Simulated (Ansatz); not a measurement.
# CH5AlF2OS: two geometries relaxed

Are the two ends of the reaction (exchange4) separate minima, and which lies lower? Each is relaxed from a guess. Meant to form: Al1–O6, H5–S2; to break: Al1–S2, H5–O6. The start is a guess near the saddle point, from which both ends are pulled out.

All numbers below are computed with Ansatz 0.2.0 (RKS r2SCAN/STO-3G).

## Step 1: The starting structure

Bond lengths: Al1–S2 2.638 Å, Al1–F3 1.643 Å, Al1–F4 1.637 Å, Al1–O6 2.181 Å, O6–C7 1.409 Å, S2–H8 1.333 Å, C7–H9 1.095 Å, C7–H10 1.091 Å, C7–H11 1.096 Å. Angles: Al1–S2–H8 99.8°, S2–Al1–F3 122.4°, S2–Al1–F4 103.3°, S2–Al1–O6 74.8°, F3–Al1–F4 124.6°, F3–Al1–O6 107.1°, F4–Al1–O6 114.2°, Al1–O6–C7 125.9°, O6–C7–H9 108.7°, O6–C7–H10 108.0°, O6–C7–H11 112.1°, H9–C7–H10 109.6°, H9–C7–H11 109.6°, H10–C7–H11 108.7°.

Structure file:

```xyz
11

Al   -0.0058   -1.4828    0.8751
S     0.1818    0.7247    2.3079
F     1.2824   -2.1345    0.0901
F    -1.1490   -2.3490    1.6641
H    -0.5989    0.7127    0.6932
O    -0.8031    0.0953   -0.4013
C    -0.1492    0.6713   -1.5084
H     1.2112    1.3083    1.6937
H    -0.5641    1.6696   -1.6801
H    -0.3388    0.0409   -2.3780
H     0.9335    0.7435   -1.3564
```

## Step 2: Pulling towards end A

Springs on the bonds that form and break draw the guess towards this end; the thresholds are loose.

input.yaml reads:

```yaml
crystal:
  periodic: [false, false, false]
  atoms:
    - { symbol: Al, position_ang: [-0.0058, -1.4828, 0.8751] }
    - { symbol: S, position_ang: [0.1818, 0.7247, 2.3079] }
    - { symbol: F, position_ang: [1.2824, -2.1345, 0.0901] }
    - { symbol: F, position_ang: [-1.149, -2.349, 1.6641] }
    - { symbol: H, position_ang: [-0.5989, 0.7127, 0.6932] }
    - { symbol: O, position_ang: [-0.8031, 0.0953, -0.4013] }
    - { symbol: C, position_ang: [-0.1492, 0.6713, -1.5084] }
    - { symbol: H, position_ang: [1.2112, 1.3083, 1.6937] }
    - { symbol: H, position_ang: [-0.5641, 1.6696, -1.6801] }
    - { symbol: H, position_ang: [-0.3388, 0.0409, -2.378] }
    - { symbol: H, position_ang: [0.9335, 0.7435, -1.3564] }
basis:
  gaussian: { orbitals: STO-3G }
hamiltonian:
  xc: r2scan
relax:
  f_tol: 0.15
  max_steps: 25
  restrain:
    - { distance: [0, 5], at: 3.17, k: 30.0 }
    - { distance: [4, 1], at: 2.66, k: 30.0 }
    - { distance: [0, 1], at: 2.26, k: 30.0 }
    - { distance: [4, 5], at: 0.97, k: 30.0 }
```

On the command line:

```console
$ ansatz run input.yaml --threads 1 --pin off --max-ram 2048MiB --backend cpu --events-out ev --progress --plain --runs-dir out
```

Log, shortened:

```text
Warning: RAYON_NUM_THREADS=1 ignored (pool sized by the plan → 1); use --threads N
[...]
Functional definition: r2SCAN
[...]
602 factors; integrals over basis functions are off by at most 1.4e-5 eV
[...]
mean field -25710.03501424 eV, -944.8263598856 hartree, gradient 2.9e-5 eV, S^2 0.000000; 0 other end points of the search recorded, 0 dependent functions left out
[...]
reference -25710.03502005 eV, -944.8263600993 hartree; 33, 33 occupied and 10, 10 virtual orbitals, 602 factors
relax step   1: F+E_penalty+E_count = -25710.03501424 eV  Δ(F+E_penalty+E_count) = +0.000e0 eV  max|allowed force component| = 5.504e0 eV/Å  E_restraint = 29.46834802 eV  max|allowed force component, restraints' pulls added| = 3.202e1 eV/Å  Δτ_max = 0.0000 Å  (25 SCF iters, accepted)
[...]
relax step   3: F+E_penalty+E_count = -25709.42066585 eV  Δ(F+E_penalty+E_count) = +1.691e-1 eV  max|allowed force component| = 4.360e0 eV/Å  E_restraint = 4.42075912 eV  max|allowed force component, restraints' pulls added| = 1.019e1 eV/Å  Δτ_max = 0.1949 Å  (30 SCF iters, accepted)
[...]
relax step   5: F+E_penalty+E_count = -25709.92611123 eV  Δ(F+E_penalty+E_count) = -3.694e-1 eV  max|allowed force component| = 3.001e0 eV/Å  E_restraint = 0.06139596 eV  max|allowed force component, restraints' pulls added| = 1.549e0 eV/Å  Δτ_max = 0.1948 Å  (24 SCF iters, accepted)
[...]
  distance Al 0 - O 5 = 3.1563 Å
  distance H 4 - S 1 = 2.6541 Å
  distance Al 0 - S 1 = 2.2082 Å
  distance H 4 - O 5 = 1.0077 Å
603 factors; integrals over basis functions are off by at most 3.4e-5 eV
mean field -25710.19079006 eV, -944.8320845415 hartree, gradient 1.0e-5 eV, S^2 0.000000; 1 other end points of the search recorded, 0 dependent functions left out
[...]
reference -25710.19079600 eV, -944.8320847598 hartree; 33, 33 occupied and 10, 10 virtual orbitals, 603 factors
Total energy: -25710.19079600 eV, -944.8320847598 hartree
Atom 0 at     0.206281    -1.534244     1.450851 Å, force    -0.118888     1.560957     0.335427 eV/Å
Atom 1 at     0.277101     0.453006     2.410987 Å, force    -0.225232    -1.356284    -0.782614 eV/Å
Atom 2 at     1.290336    -1.931613     0.298051 Å, force     0.011898     0.017247     0.027696 eV/Å
Atom 3 at    -0.875113    -2.677809     1.873295 Å, force     0.011493     0.057244     0.037692 eV/Å
Atom 4 at    -0.990680     1.036479     0.153479 Å, force     0.307217     0.639781     0.959349 eV/Å
Atom 5 at    -1.207234     0.403896    -0.600437 Å, force    -0.047097    -0.902482    -0.611589 eV/Å
Atom 6 at    -0.209216     0.789882    -1.599279 Å, force    -0.013643     0.022372    -0.002815 eV/Å
Atom 7 at     1.349202     0.830015     1.672131 Å, force     0.093452    -0.004109    -0.025782 eV/Å
Atom 8 at    -0.316522     1.845645    -1.938486 Å, force     0.000925    -0.067916     0.031787 eV/Å
Atom 9 at    -0.362532     0.132032    -2.475912 Å, force     0.017115     0.033854     0.049424 eV/Å
Atom 10 at     0.838376     0.652711    -1.244780 Å, force    -0.037239    -0.000664    -0.018573 eV/Å
Dipole moment:     0.273907     0.105828    -0.072603 e Å
```

It took 51 s on 1 thread of Arm Neoverse V2, shared host; peak memory 0.2 GiB.

Step by step:

```csv
step,energy from step 1 (eV),largest force component (eV/Å)
1,0.0000,5.5043
2,0.4452,5.2299
3,0.6143,4.3603
4,0.4783,2.9152
5,0.1089,3.0011
6,-0.0776,1.5804
7,-0.1162,1.2642
8x,-0.1056,1.2117
9,-0.1558,1.5610
```

Step 1 is the start. 1 step was tried and not accepted (marked x). Energies and forces in the table leave out the springs, which the log lists apart; the run stops on the force with the springs' pull added.

After: Bond lengths: Al1–S2 2.208 Å, Al1–F3 1.632 Å, Al1–F4 1.630 Å, H5–O6 1.008 Å, O6–C7 1.464 Å, S2–H8 1.356 Å, C7–H9 1.114 Å, C7–H10 1.107 Å, C7–H11 1.114 Å. Angles: Al1–S2–H8 92.2°, S2–Al1–F3 120.3°, S2–Al1–F4 122.7°, F3–Al1–F4 116.9°, H5–O6–C7 101.4°, O6–C7–H9 113.1°, O6–C7–H10 106.8°, O6–C7–H11 113.0°, H9–C7–H10 108.0°, H9–C7–H11 107.7°, H10–C7–H11 108.0°.

Pairs that crossed the distance rule for bonds on the way: came closer H5–O6; moved apart Al1–O6.

## Step 3: Relaxing end A

It starts where the restrained run ended.

input.yaml reads:

```yaml
crystal:
  periodic: [false, false, false]
  atoms:
    - { symbol: Al, position_ang: [0.206281, -1.534244, 1.450851] }
    - { symbol: S, position_ang: [0.277101, 0.453006, 2.410987] }
    - { symbol: F, position_ang: [1.290336, -1.931613, 0.298051] }
    - { symbol: F, position_ang: [-0.875113, -2.677809, 1.873295] }
    - { symbol: H, position_ang: [-0.99068, 1.036479, 0.153479] }
    - { symbol: O, position_ang: [-1.207234, 0.403896, -0.600437] }
    - { symbol: C, position_ang: [-0.209216, 0.789882, -1.599279] }
    - { symbol: H, position_ang: [1.349202, 0.830015, 1.672131] }
    - { symbol: H, position_ang: [-0.316522, 1.845645, -1.938486] }
    - { symbol: H, position_ang: [-0.362532, 0.132032, -2.475912] }
    - { symbol: H, position_ang: [0.838376, 0.652711, -1.24478] }
basis:
  gaussian: { orbitals: STO-3G }
hamiltonian:
  xc: r2scan
relax:
  f_tol: 0.03
  max_steps: 50
```

On the command line:

```console
$ ansatz run input.yaml --threads 1 --pin off --max-ram 2048MiB --backend cpu --events-out ev --progress --plain --runs-dir out
```

Log, shortened:

```text
Warning: RAYON_NUM_THREADS=1 ignored (pool sized by the plan → 1); use --threads N
[...]
Functional definition: r2SCAN
[...]
597 factors; integrals over basis functions are off by at most 2.0e-5 eV
[...]
mean field -25710.19070115 eV, -944.8320812739 hartree, gradient 1.3e-5 eV, S^2 0.000000; 0 other end points of the search recorded, 0 dependent functions left out
[...]
reference -25710.19070706 eV, -944.8320814912 hartree; 33, 33 occupied and 10, 10 virtual orbitals, 597 factors
relax step   1: F+E_penalty+E_count = -25710.19070115 eV  Δ(F+E_penalty+E_count) = +0.000e0 eV  max|allowed force component| = 1.560e0 eV/Å  Δτ_max = 0.0000 Å  (24 SCF iters, accepted)
[...]
relax step   3: F+E_penalty+E_count = -25710.78388749 eV  Δ(F+E_penalty+E_count) = -3.289e-1 eV  max|allowed force component| = 1.562e0 eV/Å  Δτ_max = 0.1961 Å  (25 SCF iters, accepted)
[...]
Atom 1 at     0.135867     0.628272     2.199243 Å, force    -0.013457     0.009002     0.021101 eV/Å
Atom 2 at     1.344340    -1.547058     0.088108 Å, force     0.010006    -0.011261    -0.006453 eV/Å
Atom 3 at    -1.104397    -2.316324     1.300365 Å, force    -0.004905    -0.005386     0.002826 eV/Å
Atom 4 at    -0.636933     0.839362     0.642172 Å, force     0.005361     0.001823    -0.004279 eV/Å
Atom 5 at    -0.917726     0.131948    -0.210056 Å, force    -0.004882     0.007844    -0.012971 eV/Å
Atom 6 at    -0.172358     0.539183    -1.411335 Å, force    -0.001661     0.007630     0.015654 eV/Å
Atom 7 at     1.358198     0.969548     1.719275 Å, force     0.000850    -0.008469    -0.012007 eV/Å
Atom 8 at    -0.456992     1.569185    -1.699032 Å, force     0.000028    -0.004555    -0.000889 eV/Å
Atom 9 at    -0.436208    -0.146585    -2.238082 Å, force     0.001346    -0.005250     0.002475 eV/Å
Atom 10 at     0.927654     0.491008    -1.257043 Å, force    -0.004028     0.001089    -0.001283 eV/Å
Dipole moment:     0.144524     0.351404    -0.335548 e Å
```

It took 64 s on 1 thread of Arm Neoverse V2, shared host; peak memory 0.2 GiB.

Relaxation path:

```csv
step,energy from step 1 (eV),largest force component (eV/Å)
1,0.0000,1.5602
2,-0.2643,0.5106
3,-0.5932,1.5623
4,-1.1204,1.4311
5,-1.3414,1.9049
6,-1.4861,1.0276
7,-1.5435,0.2931
8,-1.5570,0.1008
9,-1.5599,0.0989
10,-1.5617,0.0558
11,-1.5620,0.0211
```

Step 1 is the start.

After: Bond lengths: Al1–S2 2.236 Å, Al1–F3 1.636 Å, Al1–F4 1.631 Å, Al1–O6 1.895 Å, H5–O6 1.143 Å, O6–C7 1.471 Å, S2–H8 1.357 Å, C7–H9 1.107 Å, C7–H10 1.106 Å, C7–H11 1.112 Å. Angles (14 of 16 angles, heavy atoms first): S2–Al1–F3 114.0°, S2–Al1–F4 117.4°, S2–Al1–O6 80.3°, F3–Al1–F4 120.7°, F3–Al1–O6 106.5°, F4–Al1–O6 109.5°, Al1–O6–C7 114.7°, Al1–S2–H8 93.5°, Al1–O6–H5 83.4°, H5–O6–C7 108.2°, O6–C7–H9 109.9°, O6–C7–H10 108.5°, O6–C7–H11 112.1°, H9–C7–H10 108.7°.

Pairs that crossed the distance rule for bonds on the way: came closer Al1–O6.

(Part 1 of 2 ends here.)
